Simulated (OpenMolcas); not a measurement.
# Ti²⁺ among point charges: CASSCF and CASPT2 levels and susceptibility

How does a field of 8 point charges split the states of Ti²⁺, and what χT follows?

Program: OpenMolcas 26.06. Level of theory: state-averaged CASSCF and CASPT2, spin-orbit coupling by RASSI with atomic mean-field integrals. These are calculated values, not measurements, unless marked.

**1. What is computed**

* Species: Ti²⁺ (titanium, Z = 22, 20 electrons)
* Basis: ANO-RCC-VDZP [5s4p2d1f], 34 functions
* Scalar Hamiltonian: DKH2, point nucleus
* Inactive shells: 1s 2s 2p 3s 3p
* Active space: 2 electrons in 5 orbitals (3d)
* Some configurations of this space: 3d²
* Orbitals: optimised for each spin and parity, averaged over all roots

The outer shells:

3d2
```
3d [↑ ][↑ ][  ][  ][  ]
```

The ion sits among 8 point charges of -1.6 e arranged as a cube (Oh), 1.93 Å from the ion.

The work runs as a chain of OpenMolcas steps in one folder; each step below is one input file. Labels, J, g values, rates, χT and fits are worked out afterwards by a script from the matrices that RASSI stores. The input lists half of the charges; inversion (Group=XYZ) makes the rest.

**2. GATEWAY and SEWARD: basis and integrals**

Input file a.inp:

```
&GATEWAY
Coord
1

Ti 0.0 0.0 0.0
Basis=ANO-RCC-VDZP
Group=XYZ
NoMove
AngMom=0.0 0.0 0.0
AMFI
XField
4 Angstrom 0
1.114286 1.114286 1.114286 -1.600000
1.114286 1.114286 -1.114286 -1.600000
1.114286 -1.114286 1.114286 -1.600000
1.114286 -1.114286 -1.114286 -1.600000
&SEWARD
```

Command:

```bash
> OMP_NUM_THREADS=1 MOLCAS_MEM=1689 MOLCAS_PROJECT=a pymolcas a.inp > a.log
```

**3. CASSCF: triplets of even parity, 10 roots**

Input file a.inp:

```
&RASSCF
FileOrb=start.orb
Symmetry=1
Spin=3
nActEl=2 0 0
Inactive=3 6
Ras2=5 0
CIRoot=10 10 1
SDav=10
CIMx=300
Iter=120 100
PrWF=0.3
OrbListing=Nothing
MaxOrb=0
>>> COPY $Project.JobIph JOB001
```

start.orb holds the contracted functions of the basis, ordered by shell, or the orbitals of the step before.

**4. CASSCF: singlets of even parity, 15 roots**

Input file a.inp:

```
&RASSCF
FileOrb=start.orb
Symmetry=1
Spin=1
nActEl=2 0 0
Inactive=3 6
Ras2=5 0
CIRoot=15 15 1
SDav=15
CIMx=300
Iter=120 100
PrWF=0.3
OrbListing=Nothing
MaxOrb=0
>>> COPY $Project.JobIph JOB002
```

**5. RASSI: spin-orbit coupling between the states**

Input file a.inp:

```
&RASSI
NrOfJobIphs=2 10 15
1 2 3 4 5 6 7 8 9 10
1 2 3 4 5 6 7 8 9 10 11 12 13 14 15
IphNames
JOB001
JOB002
EJob
SpinOrbit
DIPRint=1.0
SOCoupling=1000.0
Subsets=2
Property=9
'ANGMOM' 1 'ANGMOM' 2 'ANGMOM' 3 'MLTPL  1' 1 'MLTPL  1' 2 'MLTPL  1' 3
'AMFI' 1 'AMFI' 2 'AMFI' 3
SOProperty=3
'ANGMOM' 1 'ANGMOM' 2 'ANGMOM' 3
```

**6. CASPT2: IPEA 0.25, imaginary shift 0.1 (closed shells correlated: 3s 3p)**

Input file a.inp:

```
>>> COPY JOB001 $Project.JobIph
&CASPT2
Multistate=10 1 2 3 4 5 6 7 8 9 10
NoMult
Frozen=2 3
IPEA=0.25
Imaginary=0.1
MaxIter=60
WThr=0.0 0.3 0.05
PrWF=0.5
NoMix
>>> COPY JOB002 $Project.JobIph
&CASPT2
Multistate=15 1 2 3 4 5 6 7 8 9 10 11 12 13 14 15
NoMult
Frozen=2 3
IPEA=0.25
Imaginary=0.1
MaxIter=60
WThr=0.0 0.3 0.05
PrWF=0.5
NoMix
```

(Steps that only read results are left out.)

**Question.** What will these runs give? Wanted: spin-free ground state; first state of the same spin within the active space; lowest level; next level.

**Answer**, as computed:

| quantity | value |
| --- | --- |
| method | SS-CASPT2, IPEA 0.25, imaginary shift 0.1 (closed shells correlated: 3s 3p) |
| spin-free ground state | 3A2, 1-fold in its orbital part |
| first state of the same spin within the active space | 3T2 at 12500 cm⁻¹ |
| lowest level | 3-fold T2 |
| next level | 8112.6 cm⁻¹ |
| χT at 300 K | 1.02 cm³ K/mol |
| effective moment at 300 K | 2.85 μB |

Cost by method:

| method | time of its own steps | time with the reference |
| --- | --- | --- |
| A. CASSCF | 9.2 s | 9.2 s |
| B. SS-CASPT2, IPEA 0.25, imaginary shift 0.1, +3s 3p | 3.3 s | 12 s |

Times are of one thread on a shared host.

What this shows: The spin-free ground state (3A2) comes to 100 % from free-ion F terms and keeps the highest spin of the shell. χT at 300 K is 1.02, against 1.00 cm³ K/mol for the spin alone; near agreement at one temperature doesn't show that the orbital moment is quenched. CASPT2 does not keep the components of a term degenerate, and the means are used. The field of point charges can differ much from that of real complexes. Point charges carry no covalency, so the field is a model and not that of real ligands.
